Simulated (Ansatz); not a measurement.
From input file to script: K, space group Pm-3m in Ansatz 0.2.0.

```yaml
crystal:
  lattice:
    bravais: cubic
    a: 4.310439
  space_group: 221
  atoms:
    - { symbol: K, position: [0.0, 0.0, 0.0] }
basis:
  ecutwfc: 530.0
kpoints:
  mp_grid:
    grid: [3, 3, 3]
hamiltonian:
  xc: pbesol
scf:
  occupations:
    method: fermi_dirac
    width: 0.02
relax:
  f_tol: 0.001
  max_steps: 100
  cell:
    fix: [a, angles]
```

`run_vcrelax.py`:
```python
"""Cell relaxation of K."""

from pathlib import Path

import ansatz
from ase import Atoms
from ase.data import atomic_numbers
from ase.io import write
import numpy as np
from pymatgen.core import Structure
from pymatgen.symmetry.analyzer import SpacegroupAnalyzer
import spglib

params = {
    "ecut": 530,
    "filling": "fermi_dirac",
    "force_tol": 0.001,
}

def edges_and_angles(cell):
    cell = np.asarray(cell)
    a, b, c = np.linalg.norm(cell, axis=1)
    cosines = cell[1] @ cell[2] / (b * c), cell[0] @ cell[2] / (a * c), cell[0] @ cell[1] / (a * b)
    return (a, b, c, *np.degrees(np.arccos(cosines)))

xtal = (
    ansatz.Lattice.cubic(4.310439)
    .space_group(221)
    .atom("K", (0.0, 0.0, 0.0))
)

# part of the cell is held
calc = (
    xtal.calculation()
    .functional(ansatz.Functional.PBESOL)
    .basis(params["ecut"])
    .kpoints(3)
    .occupations(params["filling"], width=20 * ansatz.meV)
    .relax(force_tolerance=params["force_tol"], max_steps=100, fix_cell=["a", "angles"])
)
steps = []


def follow(event):
    if event["event"] != "relax_step":
        return
    row = event["data"]
    steps.append(row)
    print(f"step {row['step']:3d}  E = {row['lagrangian_ev']:.5f} eV  largest force component = {row['allowed_force_max_ev_ang']:.4f} eV/A  P = {row['pressure_gpa']:.3f} GPa")


res = calc.session().plan(threads=1).execute(on_event=follow)
summary = res.report

first, last = steps[0], steps[-1]
symbols = [site.symbol for site in res.lattice.sites]
print(f"energy gained {first['lagrangian_ev'] - last['lagrangian_ev']:.4f} eV in {len(steps) - 1} steps")
for label, vectors in (("before", first["cell_ang"]), ("after", res.lattice.cell_ang)):
    print(label, "a b c (A) {:.4f} {:.4f} {:.4f}  angles {:.2f} {:.2f} {:.2f}".format(*edges_and_angles(vectors)), f" V = {abs(np.linalg.det(vectors)):.3f} A^3")
print("final stress xx yy zz (GPa, compression positive):", np.round(np.diag(summary["stress_gpa"]), 3) + 0.0)

change = np.array(last["positions_ang"]) @ np.linalg.inv(last["cell_ang"]) - np.array(first["positions_ang"]) @ np.linalg.inv(first["cell_ang"])
moved = np.linalg.norm(change @ np.array(last["cell_ang"]), axis=1)
print("displacement within the cell, strain taken out (A):", " ".join(f"{s}:{d:.3f}" for s, d in zip(symbols, moved)))

print("atom   start x y z (A)              end x y z (A)")
for symbol, a, b in zip(symbols, first["positions_ang"], last["positions_ang"]):
    print(f"{symbol:3s}", " ".join(f"{v:8.4f}" for v in a), "  ", " ".join(f"{v:8.4f}" for v in b))

fractions = [site.position_frac for site in res.lattice.sites]
numbers = [atomic_numbers[s] for s in symbols]
for tolerance in (1e-3, 1e-2, 1e-1):
    print(f"space group at {tolerance} A:", spglib.get_spacegroup((res.lattice.cell_ang, fractions, numbers), symprec=tolerance))

relaxed = Atoms(symbols, positions=[site.position_ang for site in res.lattice.sites], cell=res.lattice.cell_ang, pbc=True)
write("relaxed.extxyz", relaxed, format="extxyz")

n_atoms = len(summary["lattice"]["sites"])
print("F =", round(summary["free_energy_ev"], 4), "eV for", n_atoms, "atoms")
print("E(sigma -> 0) =", round(summary["energy_sigma0_ev"], 4), "eV, TS =", round(summary["entropy_ts_ev"], 5), "eV")
print("closed by", summary["closed_by"], "after", summary["n_iterations"], "iterations")

final = Structure(res.lattice.cell_ang, [s.symbol for s in res.lattice.sites], [s.position_frac for s in res.lattice.sites])
analyser = SpacegroupAnalyzer(final, symprec=0.01)
standard = analyser.get_conventional_standard_structure()
print(analyser.get_crystal_system(), analyser.get_space_group_symbol(), len(standard), "atoms in the conventional cell")
print("a b c (A):", [round(x, 4) for x in standard.lattice.abc], " angles:", [round(x, 2) for x in standard.lattice.angles])
print(f"mass density {float(final.density):.3f} g/cm^3")

lines = ["| quantity | value |", "|---|---|"]
lines.append(f"| free energy per atom | {summary['free_energy_ev'] / len(res.lattice.sites):.4f} eV |")
lines.append(f"| Fermi level | {summary['fermi_energy_ev']:.3f} eV |")
lines.append(f"| volume per atom | {summary['setup']['cell_volume_ang3'] / len(res.lattice.sites):.3f} A^3 |")
lines.append(f"| valence electrons | {summary['n_electrons']:g} |")
Path("summary.md").write_text("\n".join(lines) + "\n")
```

Output of `python run_vcrelax.py`:
```text
DeckWarning: crystal.symmetry: narrowed to the stabiliser of the fixed cell quantities (relax.cell.fix) — unitary ops 48 → 16. The narrowing is safe, since a smaller group never makes results wrong: [...]
step   1  E = -1515.84489 eV  largest force component = 0.0000 eV/A  P = -0.079 GPa
step   2  E = -1515.84497 eV  largest force component = 0.0000 eV/A  P = -0.074 GPa
step   3  E = -1515.84467 eV  largest force component = 0.0000 eV/A  P = 0.218 GPa
step   4  E = -1515.84596 eV  largest force component = 0.0000 eV/A  P = 0.002 GPa
step   5  E = -1515.84585 eV  largest force component = 0.0000 eV/A  P = 0.151 GPa
step   6  E = -1515.84629 eV  largest force component = 0.0000 eV/A  P = 0.054 GPa
step   7  E = -1515.84631 eV  largest force component = 0.0000 eV/A  P = 0.081 GPa
step   8  E = -1515.84631 eV  largest force component = 0.0000 eV/A  P = 0.081 GPa
energy gained 0.0014 eV in 7 steps
before a b c (A) 4.3104 4.3104 4.3104  angles 90.00 90.00 90.00  V = 80.087 A^3
after a b c (A) 4.3104 4.1827 4.1827  angles 90.00 90.00 90.00  V = 75.409 A^3
final stress xx yy zz (GPa, compression positive): [0.229 0.007 0.007]
displacement within the cell, strain taken out (A): K:0.000
atom   start x y z (A)              end x y z (A)
K     0.0000   0.0000   0.0000      0.0000   0.0000   0.0000
space group at 0.001 A: P4/mmm (123)
space group at 0.01 A: P4/mmm (123)
space group at 0.1 A: P4/mmm (123)
F = -1515.8463 eV for 1 atoms
E(sigma -> 0) = -1515.8416 eV, TS = 0.00947 eV
closed by deck_thresholds after 4 iterations
tetragonal P4/mmm 1 atoms in the conventional cell
a b c (A): [4.1827, 4.1827, 4.3104]  angles: [90.0, 90.0, 90.0]
mass density 0.861 g/cm^3
```
(Warnings from the package without file and line, shortened.)

The settings weren't tested for convergence. Part of the cell is held or a pressure is applied, so the end point needn't be the zero-pressure lattice. For a metal this mesh is far too coarse, so the numbers only illustrate the procedure. Energies along a relaxation are free energies. Rows at an unchanged volume are solved on a plane-wave basis chosen afresh for that cell, so the energy jumps there and such rows are no steps of the walk. The cell relaxed to the group P4/mmm; tensors and edges are in the axes of the typed cell. This isn't the structure that K takes at ambient conditions. Hardware and time: 3.2 s on 1 thread of Intel(R) Xeon(R) 6975P-C (Granite Rapids), with other jobs on the host, peak memory 0.46 GiB.

(Lines on the test bed's own set-up are left out of the output.)
